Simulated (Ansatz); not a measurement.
# TaF3 (Pm-3m) in Ansatz: a series of runs, part 2 of 2

Ansatz 0.2.0. Earlier steps stand in the parts before.

## 4. Band structure, HSEsol

File input:

```
crystal:
  lattice:
    - [3.9012, 0.0, 0.0]
    - [0.0, 3.9012, 0.0]
    - [0.0, 0.0, 3.9012]
  atoms:
    - { symbol: Ta, position: [0.0, 0.0, 0.0] }
    - { symbol: F, position: [0.0, 0.0, 0.5] }
    - { symbol: F, position: [0.0, 0.5, 0.0] }
    - { symbol: F, position: [0.5, 0.0, 0.0] }
hamiltonian:
  xc:
    exchange: hjs_pbesol
    correlation: pbesol
    exx: { coeff: 0.25, omega: 0.207 }
  pseudopotentials: { kind: paw }
kpoints:
  mp_grid: { grid: [4, 4, 4] }
  band_path:
    path:
      - [[0.0, 0.0, 0.0], [0.0, 0.5, 0.0], [0.5, 0.5, 0.0], [0.0, 0.0, 0.0], [0.5, 0.5, 0.5], [0.0, 0.5, 0.0]]
      - [[0.5, 0.5, 0.0], [0.5, 0.5, 0.5]]
    npoints: 4
scf:
  occupations: { method: fermi_dirac, width: 0.05 }
  n_extra_bands: 10
output:
  forces: true
  stress: true
  eigenvalues: true
  fatbands: false
```

Potentials or basis: Ansatz PAW.

Log:

```text
Warning: output.stress: scf.convergence.dr2_threshold = 1e-7 eV (the SCF's general default) is looser than the 4e-10 eV advised for a printed stress (1e-10 eV for each atom of the cell: 4). What an SCF threshold leaves in a stress goes as its square root, and in the free energy as the threshold itself, and one threshold admits the most on a small cell: of the crystals measured, under no hybrid functional and no lock of the moments, on runs that ended without the residual-converged pass, on stresses that held no estimate of that error, the worst erred by over 100 MPa in a component at 1e-7 eV an atom and by under 5 at 1e-10. Set scf.convergence.dr2_threshold to 4e-10 eV or tighter. The threshold is an SCF's pass mark: one that does not reach it within its budget of iterations ends unconverged, or closes short of it on a stop that the run arms, and scf.convergence.dr2_threshold's page says what that costs each kind of run
Warning: output.stress: scf.exx.energy_threshold = 1e-6 eV is looser than the 4e-8 eV advised for a stress under a hybrid functional (1e-8 eV for each atom of the cell: 4). Every SCF of the exchange loop can meet its threshold on dr2 while the loop round them stops early: no threshold on dr2 bounds what that leaves in the stress. Set scf.exx.energy_threshold to 4e-8 eV or tighter. The threshold is the loop's pass mark: a loop that does not reach it within its budget of cycles ends unconverged, and scf.exx.energy_threshold's page has the law
scf.n_extra_bands = 10 over 17 filled bands (N_el = 34.0): the run solves 27 bands
GPUs: using 1 of 1 available (devices: 1).
Engine: ansatz 0.2.0, x86_64-unknown-linux-gnu
Pseudopotentials: kind: paw
Pseudopotential: Ta, paw, valence charge 13, recommended cutoff 420 eV (normal), Ta.paw.azcp
Pseudopotential: F, paw, valence charge 7, recommended cutoff 420 eV (normal), F.paw.azcp
Functional definition: unnamed
  parameter a_1 = 0.25
  parameter omega_1 = 0.207/angstrom
  exchange = pbe_x(mu = 0.12345679012345678) + (-a_1)*hjs_pbesol_x_sr(omega_1) + a_1*exact_x_sr(omega_1)
  correlation = pbe_c(beta = 0.046)
device memory: the entry about to start is reckoned to put 0.6 GiB on a device that reports 56.1 GiB free (of which the cap on the GPU budget leaves the run 18.0 GiB)
GPU FFT provider: cuFFT
GPU libraries: cuBLAS 13.8.2, cuFFT 12.4.0, cuSOLVER 12.3.4
Crystal: 4 atoms, lattice volume = 59.374 Å³
Basis set: ecut = 420 eV, 1189 PW (Γ), exchange–correlation on 54×54×54 points (8 copies of the dense FFT grid, shifted against one another)
Bands: 27, of which v1, the nominal top of the filled ones, is band 17 counted from 1 (16 counted from 0)
Symmetry: 48 space group operations
Space group: Pm-3m (ITA 221), of the structure as read, at distance tolerance 3.9e-5 Å
k-points: 10 of 64
Non-local potential: Ta, projectors of the file, l = 0: 3, l = 1: 2, l = 2: 2, l = 3: 1
Non-local potential: F, projectors of the file, l = 0: 2, l = 1: 2, l = 2: 1
[... 60 lines left out ...]
Stability not checked: this state was not tested for a lower state beside it, because the functional holds exact exchange (a hybrid, or Hartree-Fock), whose exchange loop this test does not read (fock_operator; see scf.lower_state_search)
Free energy (F): -12247.934370 eV
Frozen-core exchange: fock
Harris-Foulkes:  -12247.934370 eV  (|F-HF|=1.64e-11)
Internal energy: -12247.918608 eV  (E = F + TS)
E sigma→0 (E₀):  -12247.926489 eV
Entropy (-TS):   -0.015762 eV (-3.940 meV/atom)
Fermi energy:    10.415517 eV
--- Per-component energies (eV) ---
  E_band       = -447.524029
  E_kinetic    = 1000.267569
  E_local      = -3353.116485  (includes V_loc(G=0)·N_el)
  E_nonlocal   = 240.099359
  E_hartree    = 1284.188251
  E_xc         = -362.024083
  E_vxc        = -403.069982  (∫ρ·V_xc dr)
  E_exx        = -116.092541  (= α·E_x^exact, valence–valence)
  E_paw        = -8870.627742  (= ΣΔE_a)
  E_vpaw       = -267.902454  (= ΣTr[D̂ρ^β])
  E_aug_tail   = 0.005857  (compensation charges beyond the density's cutoff)
  E_ewald      = -2067.423180
  E_core_change = -3.195614  (= ΣΔE_core)
  E_smearing   = -0.015762  (= −TS)
  E_closure    = -0.000000  (closes the sum)
  Σ components = -12247.934370   (vs F -12247.934370, Δ=-1.82e-12)
--- Forces (eV/Å), atoms counted from 1 ---
  atom   1  Ta     0.00000000    -0.00000000     0.00000000
  atom   2  F      0.00000000     0.00000000     0.00000000
  atom   3  F      0.00000000     0.00000000     0.00000000
  atom   4  F      0.00000000    -0.00000000     0.00000000
  max |Σ_I F_I| component: 2.47e-29 eV/Å
--- Stress (GPa, compression-positive) ---
       18.739558       0.000000       0.000000
        0.000000      18.739558       0.000000
        0.000000       0.000000      18.739558
  P = ⅓ Tr σ = 18.7396 GPa (187.396 kbar)
--- Band table (eV; the first three rows and the last of 10) ---
  k-point 0: bands = ["-63.8738", "-29.4215", "-29.4215", "-29.4215", "-22.1351", "-21.8258", "-21.8258", "-1.7521", "-1.7521", "-1.7521", "-0.8600", "-0.8600", "-0.8600", "-0.7326", "-0.7326", "-0.7326", "8.7165", "8.7165", "8.7165", "10.0279", "13.5654", "13.5654", "19.2661", "19.2661", "19.8958", "20.2491", "20.2491"]
  k-point 1: bands = ["-63.8733", "-29.6819", "-29.4211", "-29.4211", "-22.0411", "-21.8225", "-21.1978", "-2.9334", "-1.7347", "-1.7347", "-1.3378", "-1.1684", "-1.1684", "-0.9267", "-0.7643", "-0.7643", "8.7644", "9.6858", "9.6858", "10.9316", "13.6379", "14.6512", "17.0496", "19.7728", "20.2346", "20.5582", "20.5582"]
  k-point 2: bands = ["-63.8727", "-29.9143", "-29.4209", "-29.4209", "-22.0236", "-21.8192", "-20.4673", "-4.3459", "-1.6849", "-1.6849", "-1.5322", "-1.5030", "-1.5030", "-0.9928", "-0.7644", "-0.7644", "8.8131", "10.6899", "10.6899", "12.9569", "13.0050", "13.7051", "17.3133", "20.3812", "21.4284", "21.9321", "21.9321"]
  k-point 9: bands = ["-63.8710", "-29.9067", "-29.9067", "-29.9067", "-20.4559", "-20.4559", "-20.4559", "-4.3271", "-4.3271", "-4.3076", "-3.0528", "-3.0528", "-3.0528", "-0.1557", "-0.1557", "-0.1557", "12.3872", "12.3872", "12.3872", "14.1401", "18.4094", "18.4094", "18.4094", "18.7908", "18.7908", "19.0167", "19.0167"]
```

bands.tsv:

```text
# k_distance	band_0	band_1	band_2	band_3	band_4	band_5	band_6	band_7	band_8	band_9	band_10	band_11	band_12	band_13	band_14	band_15	band_16	band_17	band_18	band_19	band_20	band_21	band_22	band_23	band_24	band_25	band_26
# fermi_ev = 10.415491
[... 39 lines left out ...]
5.887046	-74.286625	-40.322938	-40.322938	-40.257570	-31.093093	-30.872297	-30.872297	-14.743891	-14.732568	-14.314717	-13.476581	-13.345231	-13.345231	-10.648280	-10.648280	-10.572345	1.721941	1.721941	1.904699	3.926320	6.934187	6.934187	7.384566	8.363224	8.402503	8.645571	9.967720
6.088368	-74.286495	-40.322228	-40.322228	-40.322228	-30.871431	-30.871431	-30.871431	-14.742558	-14.742558	-14.723092	-13.468323	-13.468323	-13.468323	-10.571193	-10.571193	-10.571193	1.971710	1.971710	1.971710	3.724568	7.993897	7.993897	7.993897	8.375317	8.375317	8.601187	8.601187
```

Run time: 25 s. Hardware: 1 × NVIDIA H100 80GB HBM3 with 2 threads of AMD EPYC 7R13 (Zen 3), shared host; peak memory 1.7 GiB.

What came out:

| Property | Result |
| --- | --- |
| Free energy | -12247.9344 eV |
| Pressure | 18.7 GPa |
| Band gap on the k mesh | none (metal or under the smearing width) |

Levels at the corners of the path, in eV from the Fermi level:
```csv
point,band 13,band 14,band 15,band 16,band 17,band 18,band 19,band 20
Γ,-11.28,-11.15,-11.15,-11.15,-1.70,-1.70,-1.70,-0.39
X,-11.92,-11.41,-11.18,-11.18,-1.60,0.27,0.27,2.54
M,-11.65,-11.65,-11.63,-10.58,0.39,0.39,1.66,3.87
Γ,-11.28,-11.15,-11.15,-11.15,-1.70,-1.70,-1.70,-0.39
R,-13.47,-10.57,-10.57,-10.57,1.97,1.97,1.97,3.72
X,-11.92,-11.41,-11.18,-11.18,-1.60,0.27,0.27,2.54
M,-11.65,-11.65,-11.63,-10.58,0.39,0.39,1.66,3.87
R,-13.47,-10.57,-10.57,-10.57,1.97,1.97,1.97,3.72
```

Caveat: the k mesh is coarse (spacing up to 0.40 Å⁻¹), so the values aren't converged, least of all with exact exchange; so large a pressure means that the cell lies far from this level's equilibrium, or that cutoff or potentials fall short; the pressure holds a Pulay correction of +0.3 GPa for the finite cutoff; spin-orbit coupling is left out, which moves the levels of the heavy elements; the PAW data sets come from PBE, with cores solved anew for the run's functional, which leaves a small shift of forces and pressure; the thresholds are loose for stress.

## 5. The runs side by side

```csv
level,gap on the mesh (eV),pressure (GPa)
HSE06,none,22.2
HSE03,none,22.4
HSEsol,none,18.7
```

Alike in all rows: task band structure; potentials or basis Ansatz PAW; no spin polarisation; cell as given; k mesh 4 × 4 × 4; cutoff (eV) 420; smearing fermi-dirac 0.05 eV; the mesh is coarse, so values aren't converged.

Caveats: all runs use coarse meshes; so large a pressure means that the cell lies far from this level's equilibrium, or that cutoff or potentials fall short; spin-orbit coupling is left out, which moves the levels of the heavy elements; the PAW data sets come from PBE, with cores solved anew for the run's functional, which leaves a small shift of forces and pressure; the thresholds are loose for stress.

Absolute energies hang on the potentials; compare differences alone.
